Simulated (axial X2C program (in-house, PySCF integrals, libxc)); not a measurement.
# PdSr: from the state search to constants

What are the state, bond length, wavenumber and bond energy of PdSr, and what does spin–orbit coupling change?

Computed with an in-house X2C program for linear molecules on PySCF integrals. Level: all-electron X2C, Pd dyall-cv3z, Sr dyall-cv3z.

All values are calculated.

### Step 1. Set-up

File task.json:

```json
{
 "zs": [
  46,
  38
 ],
 "q": 0,
 "bas": [
  "dyall-cv3z",
  "dyall-cv3z"
 ],
 "levels": [
  "PBE0",
  "HF",
  "BLYP"
 ],
 "cc": true,
 "r0": 3.05,
 "thr": -1.0,
 "nmax": 90,
 "npts": 10,
 "nst": 2,
 "ntry": 6
}
```

Keys: zs atomic numbers; q charge; bas basis sets; levels methods (HF also brings MP2); cc coupled cluster on or off; r0 starting distance in Å; thr threshold in hartree for freezing inner shells (an s shell follows its p shell); nmax most natural virtual spinors; npts points asked for on the curve; nst determinants followed; ntry starts of the search.

Command:

```console
$ python so2c.py task.json out
```

Spin-free means the one-electron spin-free X2C Hamiltonian; two-component (2c) means X2C with spin–orbit coupling and atomic mean-field two-electron Coulomb and Gaunt terms. Basis: Pd dyall-cv3z contracted to [12s12p8d5f3g], Sr dyall-cv3z contracted to [13s12p8d5f1g]; Gaussian nuclei, density fitting. Masses: Pd 105.903 u, Sr 87.906 u.

Notation: σ, π±, δ± give the projection m of an orbital's angular momentum (0, ±1, ±2), α and β its spin, Λ and M_S the sums; ω is the projection of a spinor's total angular momentum and Ω the sum. Logs are in hartree.

The results follow Hamiltonian by Hamiltonian and level by level.

### Step 2. State search with PBE0

PBE0 moves the distance from 3.050 Å to 2.471 Å and compares determinants there.

Spin-free determinants:

```tsv
ΔE (eV)	state	open shells
0.00	M_S = 0, Λ = 0	closed shell
1.07	M_S = 1, Λ = 0	beyond closed shells: 2 × σα
2.13	M_S = 1, Λ = 1	beyond closed shells: σα, π+α
2.39	M_S = 1, Λ = 2	beyond closed shells: σα, δ+α, δ+β, δ-α
2.41	M_S = 0, Λ = 1	beyond closed shells: σα, π+β
2.43	M_S = 0, Λ = 2	beyond closed shells: σβ, δ+α, δ+β, δ-α
2.80	M_S = 1, Λ = 1	beyond closed shells: σα, π+α, π+β, π-α
```

Two-component determinants:

```csv
ΔE (eV),state,open shells
0.00,Ω = 0,closed shell
1.07,Ω = 1,excess of +ω over −ω: 2 × ω = 1/2
2.16,Ω = 2,"excess of +ω over −ω: ω = 1/2, ω = 3/2"
2.23,Ω = 3,"excess of +ω over −ω: ω = 1/2, ω = 5/2"
2.27,Ω = 2,"excess of +ω over −ω: ω = -1/2, ω = 5/2"
2.43,Ω = 1,"excess of +ω over −ω: ω = -1/2, ω = 3/2"
2.51,Ω = 1,"excess of +ω over −ω: ω = -1/2, ω = 3/2"
```

### Step 3. PBE0, spin-free

State followed: M_S = 0, Λ = 0 (closed shell). The scan is laid around 2.471 Å, a first estimate of the minimum, and this SCF restarts from the orbitals of the search.

The SCF at the reference distance of 2.471 Å:

```text
spin-free X2C-1e  PBE0
basis functions 283  fitting functions 1355  grid points 5805
iter        total energy     max residual
   1      -8224.064114697     2.03e-05
   2      -8224.064114532     7.34e-05
   3      -8224.064114718     4.92e-06
   4      -8224.064114719     1.03e-06
converged
one-electron -12108.27281346  Coulomb 3760.59871187  exact exchange -61.69760262  xc functional -189.03549618  nuclear repulsion 374.34308567
```

Along the bond, energies from the lowest point:

| R (Å) | E (eV) | μ (D) | HOMO (eV) | LUMO (eV) | iterations |
| --- | --- | --- | --- | --- | --- |
| 2.150 | 0.5119 | 3.94 | -4.17 | -1.53 | 15 |
| 2.249 | 0.2057 | 3.99 | -4.19 | -1.57 | 14 |
| 2.323 | 0.0792 | 4.02 | -4.21 | -1.61 | 14 |
| 2.397 | 0.0160 | 4.04 | -4.21 | -1.64 | 13 |
| 2.471 | 0.0000 | 4.06 | -4.22 | -1.68 | 4 |
| 2.558 | 0.0250 | 4.05 | -4.22 | -1.73 | 14 |
| 2.644 | 0.0836 | 4.04 | -4.22 | -1.77 | 14 |
| 2.755 | 0.1915 | 3.99 | -4.22 | -1.82 | 13 |
| 2.891 | 0.3518 | 3.91 | -4.22 | -1.88 | 14 |
| 3.089 | 0.6047 | 3.75 | -4.22 | -1.95 | 14 |

Dipoles are positive if Sr is the positive end.

Outer orbitals at the reference distance:

| symmetry | occupied | ε (eV) | atomic character |
| --- | --- | --- | --- |
| σα | yes | -23.96 | 94% Sr p, 2% Pd d |
| π+α | yes | -23.96 | 98% Sr p |
| π-α | yes | -23.96 | 98% Sr p |
| σα | yes | -6.26 | 91% Pd d, 6% Sr d |
| π+α | yes | -6.23 | 92% Pd d, 6% Sr d |
| π-α | yes | -6.23 | 92% Pd d, 6% Sr d |
| δ+α | yes | -5.77 | 99% Pd d |
| δ-α | yes | -5.77 | 99% Pd d |
| σα | yes | -4.22 | 53% Sr s, 40% Pd s, 3% Pd p |
| σα | no | -1.68 | 53% Sr p, 17% Pd s, 14% Pd p |
| π-α | no | -0.74 | 82% Sr p, 16% Pd p |
| π+α | no | -0.74 | 82% Sr p, 16% Pd p |
| σα | no | -0.18 | 43% Sr d, 34% Sr p, 11% Pd p |

PBE0 fields in the half plane through the axis: z from -2.4 to 4.8 Å across, distance from the axis 0.15 to 2.25 Å upwards; Pd lies at z = 0 and Sr at z = 2.471 Å; the ELF is damped to zero where the density is low.

log10 density (e/bohr³). Ten even steps from '0' (-4.25 ) to '9' (1.76 ):
```
0001112222222222222211111
0011122223332222222222111
0112223333333333332222211
0112233444433333333332221
1122344555444444554433222
1123345666554455665443322
1223456777654556766543322
1223456797655567986543322
```

ELF. Ten even steps from '0' (0.00 ) to '9' (0.83 ):
```
0000000112356654323444320
0000001122356531111235542
0000011122355310000013564
0000111222344201121112466
0000112333333125875311367
0001124676432269999732357
0011237978642395228952357
0011258282842483593973357
```

Re = 2.464 Å, ωe = 192.1 cm⁻¹, ωexe = 0.524 cm⁻¹, Be = 0.0578 cm⁻¹, De = 2.04 eV, μ = 4.06 D.

### Step 4. HF, spin-free

Output at 2.471 Å:

```text
spin-free X2C-1e  HF
basis functions 283  fitting functions 1355  grid points 5805
iter        total energy     max residual
   1      -8220.121426407     3.78e-01
   2      -8220.164389276     6.63e-03
   3      -8220.167363891     9.90e-03
   4      -8220.170404266     1.76e-03
   5      -8220.171235257     1.24e-03
   6      -8220.171586023     4.44e-04
   7      -8220.171655178     2.40e-04
   8      -8220.171663508     6.95e-05
   9      -8220.171664501     2.50e-05
  10      -8220.171664569     8.17e-06
  11      -8220.171664579     2.92e-06
  12      -8220.171664581     1.40e-06
converged
one-electron -12107.49190725  Coulomb 3759.97751911  exact exchange -247.00036211  xc functional 0.00000000  nuclear repulsion 374.34308567
```

No constants are quoted: too few points lie around the minimum for a second fit to confirm the first.

### Step 5. BLYP, spin-free

Output at 2.471 Å:

```text
spin-free X2C-1e  BLYP
basis functions 283  fitting functions 1355  grid points 5805
iter        total energy     max residual
   1      -8225.003117977     1.37e-01
   2      -8224.993033294     2.79e-02
   3      -8224.718907987     8.59e-02
   4      -8225.012766292     8.21e-03
   5      -8225.012406842     5.45e-03
   6      -8225.013475797     2.73e-03
   7      -8225.013816209     5.08e-04
   8      -8225.013837962     7.64e-05
   9      -8225.013837823     8.03e-05
  10      -8225.013838132     8.84e-06
  11      -8225.013838139     5.83e-07
  12      -8225.013838139     1.26e-07
converged
one-electron -12107.21304719  Coulomb 3759.47924539  exact exchange 0.00000000  xc functional -251.62312201  nuclear repulsion 374.34308567
```

Re = 2.483 Å, ωe = 198.5 cm⁻¹, ωexe = 0.481 cm⁻¹, Be = 0.05692 cm⁻¹, De = 2.40 eV, μ = 4.63 D.

### Step 6. MP2 and beyond, spin-free

Correlated methods: 12 electrons correlated (frozen shells, counted by type: Pd 4 s, 3 p, 1 d; Sr 4 s, 3 p, 1 d), 354 virtual spinors in MP2, 88 natural virtuals in coupled cluster.

Output of the correlated part at 2.471 Å:

```text
correlated 12  virtual 354  natural virtual 88  E(MP2) -0.448538798  MP2 remainder -0.031856028
iter   CCSD correlation   residual
   1     -0.362961022   2.43e-01
   2     -0.379787208   1.28e-01
   3     -0.384225995   5.67e-02
   4     -0.384837807   3.23e-02
   5     -0.385432437   1.36e-02
   6     -0.385704112   4.88e-03
   7     -0.385722343   1.99e-03
   8     -0.385697040   6.26e-04
   9     -0.385719736   2.32e-04
  10     -0.385713171   9.53e-05
  11     -0.385715962   3.68e-05
  12     -0.385715347   1.66e-05
  13     -0.385715079   7.92e-06
  14     -0.385714999   4.74e-06
  15     -0.385714915   2.54e-06
  16     -0.385714874   1.30e-06
  17     -0.385714882   5.80e-07
(T) -0.023985928  T1 0.0845  D1 0.1920  max T2 0.159
```

T1 in the output is the amplitude norm over the root of the electron number; divide by √2 for the Lee–Taylor value.

MP2: Re = 2.546 Å, ωe = 172.4 cm⁻¹, Be = 0.05416 cm⁻¹, De = 1.60 eV.

CCSD: No constants are quoted: the points don't follow one smooth fit.

CCSD(T): No constants are quoted: the points don't follow one smooth fit.

### Step 7. A higher determinant, spin-free

State: M_S = 1, Λ = 0 (beyond closed shells: 2 × σα).

Output at the reference distance:

```text
spin-free X2C-1e  PBE0
basis functions 283  fitting functions 1355  grid points 5805
iter        total energy     max residual
   1      -8224.024883580     1.31e-05
   2      -8224.024883590     1.28e-05
   3      -8224.024883594     5.50e-06
   4      -8224.024883596     5.19e-06
converged
one-electron -12106.65741368  Coulomb 3759.03302883  exact exchange -61.70674404  xc functional -189.03684037  nuclear repulsion 374.34308567
```

| R (Å) | E above the lowest PBE0 point (eV) |
| --- | --- |
| 2.150 | 1.685 |
| 2.249 | 1.371 |
| 2.323 | 1.222 |
| 2.397 | 1.125 |
| 2.471 | 1.068 |
| 2.558 | 1.039 |
| 2.644 | 1.042 |
| 2.755 | 1.082 |
| 2.891 | 1.169 |

Re = 2.589 Å, ωe = 147.5 cm⁻¹, ωexe = 0.202 cm⁻¹, Be = 0.05234 cm⁻¹, μ = 2.06 D. Te = 1.04 eV.

### Step 8. The spin-free curves together

Energy (eV) of the followed determinant, spin-free, from each level's lowest point:

| R (Å) | PBE0 | HF | MP2 | CCSD | CCSD(T) | BLYP |
| --- | --- | --- | --- | --- | --- | --- |
| 2.150 | 0.512 | 1.150 | 0.709 | n/a | n/a | 0.621 |
| 2.249 | 0.206 | 0.694 | 0.343 | 0.437 | 0.399 | 0.264 |
| 2.323 | 0.079 | 0.458 | 0.174 | 0.247 | 0.216 | 0.111 |
| 2.397 | 0.016 | 0.288 | 0.070 | 0.120 | 0.097 | 0.028 |
| 2.471 | 0.000 | 0.169 | 0.016 | 0.037 | 0.026 | 0.000 |
| 2.558 | 0.025 | 0.078 | 0.000 | 0.000 | 0.000 | 0.017 |
| 2.644 | 0.084 | 0.026 | 0.022 | 0.006 | 0.014 | 0.073 |
| 2.755 | 0.192 | 0.000 | 0.090 | 0.055 | 0.074 | 0.185 |
| 2.891 | 0.352 | 0.009 | 0.209 | n/a | n/a | 0.357 |
| 3.089 | 0.605 | 0.066 | 0.416 | n/a | n/a | 0.636 |

### Step 9. PBE0, 2c

State followed: Ω = 0 (closed shell). The scan is laid around 2.471 Å, a first estimate of the minimum, and this SCF restarts from the orbitals of the search.

Output at 2.471 Å:

```text
two-component X2C + atomic mean field  PBE0
basis functions 283  fitting functions 1355  grid points 5805
iter        total energy     max residual
   1      -8220.801311940     2.24e-05
   2      -8220.801311863     5.89e-05
   3      -8220.801311957     7.45e-06
   4      -8220.801311958     2.74e-06
converged
one-electron -12099.38497336  Coulomb 3758.78773007  exact exchange -61.66313396  xc functional -188.93306784  nuclear repulsion 374.34308567  atomic mean-field constant -3.95095254
```

Along the bond, energies from the lowest point:

| R (Å) | E (eV) | μ (D) | HOMO (eV) | LUMO (eV) | iterations |
| --- | --- | --- | --- | --- | --- |
| 2.150 | 0.5088 | 3.94 | -4.17 | -1.53 | 15 |
| 2.249 | 0.2039 | 3.99 | -4.19 | -1.57 | 14 |
| 2.323 | 0.0782 | 4.02 | -4.21 | -1.61 | 14 |
| 2.397 | 0.0155 | 4.04 | -4.21 | -1.64 | 14 |
| 2.471 | 0.0000 | 4.06 | -4.22 | -1.68 | 4 |
| 2.558 | 0.0255 | 4.05 | -4.22 | -1.73 | 14 |
| 2.644 | 0.0843 | 4.03 | -4.22 | -1.77 | 13 |
| 2.755 | 0.1926 | 3.99 | -4.22 | -1.82 | 13 |
| 2.891 | 0.3532 | 3.90 | -4.22 | -1.88 | 14 |
| 3.089 | 0.6066 | 3.75 | -4.22 | -1.95 | 15 |

Dipoles are positive if Sr is the positive end.

Outer spinors at the reference distance:

| ω | occupied | ε (eV) | atomic character | λ mixture |
| --- | --- | --- | --- | --- |
| 1/2 | yes | -24.70 | 97% Sr p | 66% π, 34% σ |
| 1/2 | yes | -23.57 | 95% Sr p | 66% σ, 34% π |
| 3/2 | yes | -23.56 | 98% Sr p | 100% π |
| 1/2 | yes | -6.52 | 92% Pd d, 6% Sr d | 57% π, 43% σ |
| 3/2 | yes | -6.26 | 94% Pd d, 5% Sr d | 74% π, 26% δ |
| 1/2 | yes | -6.10 | 91% Pd d, 6% Sr d | 57% σ, 43% π |
| 3/2 | yes | -5.86 | 97% Pd d, 2% Sr d | 74% δ, 26% π |
| 5/2 | yes | -5.60 | 99% Pd d | 100% δ |
| 1/2 | yes | -4.22 | 53% Sr s, 40% Pd s, 3% Pd p | 100% σ |
| 1/2 | no | -1.68 | 53% Sr p, 17% Pd s, 14% Pd p | 100% σ |
| 1/2 | no | -0.76 | 81% Sr p, 17% Pd p | 100% π |
| 3/2 | no | -0.72 | 82% Sr p, 16% Pd p | 100% π |
| 1/2 | no | -0.17 | 43% Sr d, 34% Sr p, 11% Pd p | 100% σ |

PBE0 fields in the half plane through the axis: z from -2.4 to 4.8 Å across, distance from the axis 0.15 to 2.25 Å upwards; Pd lies at z = 0 and Sr at z = 2.471 Å; the ELF is damped to zero where the density is low.

log10 density (e/bohr³). Ten even steps from '0' (-4.25 ) to '9' (1.76 ):
```
0001112222222222222211111
0011122223332222222222111
0112223333333333332222211
0112233444433333333332221
1122344555444444554433222
1123345666554455665443322
1223456777654556766543322
1223456797655567986543322
```

ELF. Ten even steps from '0' (0.00 ) to '9' (0.83 ):
```
0000000112356654323444320
0000001122356531111235542
0000011122355310000013564
0000111222344201121112466
0000112333333125875311367
0001124676432269999732357
0011237978642395228952357
0011258282842483593973357
```

Re = 2.463 Å, ωe = 192.2 cm⁻¹, ωexe = 0.523 cm⁻¹, Be = 0.05784 cm⁻¹, De = 2.05 eV, μ = 4.05 D.

### Step 10. HF, 2c

The SCF at the reference distance of 2.471 Å:

```text
two-component X2C + atomic mean field  HF
basis functions 283  fitting functions 1355  grid points 5805
iter        total energy     max residual
   1      -8216.857646004     3.78e-01
   2      -8216.900607362     6.63e-03
   3      -8216.903589240     9.91e-03
   4      -8216.906622673     1.76e-03
   5      -8216.907455437     1.25e-03
   6      -8216.907807869     4.58e-04
   7      -8216.907878185     2.51e-04
   8      -8216.907886718     7.59e-05
   9      -8216.907887748     2.50e-05
  10      -8216.907887822     7.97e-06
  11      -8216.907887835     2.77e-06
  12      -8216.907887837     1.22e-06
converged
one-electron -12098.59866520  Coulomb 3758.16083630  exact exchange -246.86219207  xc functional 0.00000000  nuclear repulsion 374.34308567  atomic mean-field constant -3.95095254
```

No constants are quoted: too few points lie around the minimum for a second fit to confirm the first.

### Step 11. BLYP, 2c

Output at 2.471 Å:

```text
two-component X2C + atomic mean field  BLYP
basis functions 283  fitting functions 1355  grid points 5805
iter        total energy     max residual
   1      -8221.740131718     1.37e-01
   2      -8221.729945272     2.83e-02
   3      -8221.454780305     8.59e-02
   4      -8221.749781406     8.19e-03
   5      -8221.749446313     5.46e-03
   6      -8221.750488948     2.78e-03
   7      -8221.750829322     5.11e-04
   8      -8221.750851517     7.75e-05
   9      -8221.750851386     8.15e-05
  10      -8221.750851695     9.15e-06
  11      -8221.750851702     5.74e-07
  12      -8221.750851702     1.26e-07
converged
one-electron -12098.32597733  Coulomb 3757.66911794  exact exchange 0.00000000  xc functional -251.48612544  nuclear repulsion 374.34308567  atomic mean-field constant -3.95095254
```

Re = 2.483 Å, ωe = 198.5 cm⁻¹, ωexe = 0.48 cm⁻¹, Be = 0.05694 cm⁻¹, De = 2.41 eV, μ = 4.63 D.

### Step 12. MP2 and beyond, 2c

Correlated methods: 12 electrons correlated (frozen shells, counted by type: Pd 4 s, 3 p, 1 d; Sr 4 s, 3 p, 1 d), 354 virtual spinors in MP2, 90 natural virtuals in coupled cluster.

Output of the correlated part at 2.471 Å:

```text
correlated 12  virtual 354  natural virtual 90  E(MP2) -0.448298661  MP2 remainder -0.028696301
iter   CCSD correlation   residual
   1     -0.365350581   2.42e-01
   2     -0.382189589   1.27e-01
   3     -0.386592060   5.66e-02
   4     -0.387213715   3.23e-02
   5     -0.387786100   1.34e-02
   6     -0.388057662   4.87e-03
   7     -0.388074169   1.99e-03
   8     -0.388049959   6.22e-04
   9     -0.388072190   2.36e-04
  10     -0.388066008   1.02e-04
  11     -0.388068387   4.27e-05
  12     -0.388067905   1.98e-05
  13     -0.388067678   1.05e-05
  14     -0.388067533   6.61e-06
  15     -0.388067490   3.51e-06
  16     -0.388067439   1.76e-06
  17     -0.388067447   8.02e-07
(T) -0.024395719  T1 0.0842  D1 0.1915  max T2 0.158
```

MP2: Re = 2.545 Å, ωe = 172.5 cm⁻¹, Be = 0.05419 cm⁻¹, De = 1.60 eV.

CCSD: No constants are quoted: too few points lie around the minimum for a second fit to confirm the first.

CCSD(T): No constants are quoted: too few points lie around the minimum for a second fit to confirm the first.

### Step 13. A higher determinant, 2c

State: Ω = 1 (excess of +ω over −ω: 2 × ω = 1/2).

Output at the reference distance:

```text
two-component X2C + atomic mean field  PBE0
basis functions 283  fitting functions 1355  grid points 5805
iter        total energy     max residual
   1      -8220.762051159     2.59e-05
   2      -8220.762051100     6.55e-05
   3      -8220.762051208     6.48e-06
   4      -8220.762051213     3.94e-06
   5      -8220.762051216     1.97e-06
   6      -8220.762051216     3.68e-07
converged
one-electron -12097.76800192  Coulomb 3757.22048196  exact exchange -61.67227504  xc functional -188.93438934  nuclear repulsion 374.34308567  atomic mean-field constant -3.95095254
```

| R (Å) | E above the lowest PBE0 point (eV) |
| --- | --- |
| 2.150 | 1.682 |
| 2.249 | 1.370 |
| 2.323 | 1.221 |
| 2.397 | 1.125 |
| 2.471 | 1.068 |
| 2.558 | 1.040 |
| 2.644 | 1.043 |
| 2.755 | 1.083 |
| 2.891 | 1.168 |

Re = 2.590 Å, ωe = 146.7 cm⁻¹, ωexe = 0.217 cm⁻¹, Be = 0.05233 cm⁻¹, μ = 2.05 D. Te = 1.04 eV.

### Step 14. The 2c curves together

Energy (eV) of the followed determinant, 2c, from each level's lowest point:

| R (Å) | PBE0 | HF | MP2 | CCSD | CCSD(T) | BLYP |
| --- | --- | --- | --- | --- | --- | --- |
| 2.150 | 0.509 | 1.146 | 0.706 | n/a | n/a | 0.618 |
| 2.249 | 0.204 | 0.691 | 0.341 | 0.426 | 0.394 | 0.262 |
| 2.323 | 0.078 | 0.456 | 0.172 | 0.237 | 0.212 | 0.110 |
| 2.397 | 0.016 | 0.287 | 0.069 | 0.112 | 0.094 | 0.028 |
| 2.471 | 0.000 | 0.168 | 0.015 | 0.035 | 0.026 | 0.000 |
| 2.558 | 0.025 | 0.077 | 0.000 | 0.000 | 0.000 | 0.017 |
| 2.644 | 0.084 | 0.026 | 0.023 | 0.006 | 0.014 | 0.074 |
| 2.755 | 0.193 | 0.000 | 0.090 | 0.055 | 0.074 | 0.185 |
| 2.891 | 0.353 | 0.009 | 0.210 | n/a | n/a | 0.357 |
| 3.089 | 0.607 | 0.066 | 0.417 | n/a | n/a | 0.637 |

The whole job took 4.5 min on 1 thread of Arm Neoverse V1, shared host.

### Step 15. Results

Lowest determinant that the search found at its distance, spin-free: M_S = 0, Λ = 0 (closed shell).

Lowest determinant that the search found at its distance, 2c: Ω = 0 (closed shell).

```csv
Hamiltonian,level,Re (Å),ωe (cm⁻¹),De (eV),μ (D)
spin-free,PBE0,2.464,192.1,2.04,4.06
spin-free,MP2,2.546,172.4,1.60,n/a
spin-free,BLYP,2.483,198.5,2.40,4.63
2c,PBE0,2.463,192.2,2.05,4.05
2c,MP2,2.545,172.5,1.60,n/a
2c,BLYP,2.483,198.5,2.41,4.63
```

Dipoles are positive if Sr is the positive end. No constants: spin-free HF (too few points lie around the minimum for a second fit to confirm the first); spin-free CCSD (the points don't follow one smooth fit); spin-free CCSD(T) (the points don't follow one smooth fit); 2c HF (too few points lie around the minimum for a second fit to confirm the first); 2c CCSD (too few points lie around the minimum for a second fit to confirm the first); 2c CCSD(T) (too few points lie around the minimum for a second fit to confirm the first).

Time per point (s) on 1 thread of Arm Neoverse V1, shared host (2c runs); the times are rough: PBE0 1.2, MP2 1.4, BLYP 0.62.

**Reading.** At MP2, going from spin-free to two-component changes Re by -1 mÅ, ωe by +0.1 %, which is small (part of it comes from the scalar share of the two-electron terms). De moves by 0.00 eV; both De rest on single-determinant atoms, which can miss part of an open shell's spin–orbit lowering.

De refers to Pd + Sr, each in the lowest determinant found, which need not be this curve's own limit. The state is a single determinant with fixed occupations, the lowest that a limited PBE0 search found. Closed shells are restricted here (equal orbitals for both partners), which fails at long range if the bond breaks into open shells. De is counted from the lowest determinant-based energies of the atoms at the same level, without counterpoise correction. With the outer-core shells frozen, correlated bond lengths of heavy atoms tend to come out a few hundredths of an ångström too long.
